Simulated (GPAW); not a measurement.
Crystal: MgH2.

```
Mg H
1.0
     4.47669    0.00000    0.00000
     0.00000    4.47669    0.00000
     0.00000    0.00000    2.99254
Mg H
2 4
Direct
  0.50000 0.50000 0.50000
  0.00000 0.00000 0.00000
  0.69557 0.69557 0.00000
  0.80443 0.19557 0.50000
  0.30443 0.30443 0.00000
  0.19557 0.80443 0.50000
```

The cell is a database's computed one.

Base run:

```yaml
Program: GPAW 26.7.0
Functional: GLLB-SC
Potentials_or_basis: the program's PAW data sets (release 1.2.1) made for this functional
Cutoff: 800 eV
Basis: pw
k_mesh: 5 × 5 × 7
Occupations: fermi-dirac, width 0.05 eV
Spin: no spin polarisation
```

Its results: band gap on the k mesh, kohn-sham part alone 5.11 eV, indirect (least direct gap 5.79 eV).

Problem. The run is repeated on the same cell with these changes: functional from GLLB-SC to TB-mBJ; potentials or basis from the program's PAW data sets (release 1.2.1) made for this functional to GPAW PAW data sets for LDA (gpaw-data 1.2.1). What comes out?

Solution. Band gap on the k mesh 5.86 eV, indirect (least direct gap 6.55 eV).

Caveats: a model potential gives levels but no total energy; an odd mesh through Γ misses points on the zone boundary, where band edges often lie.

Not every run made on this cell is shown here.
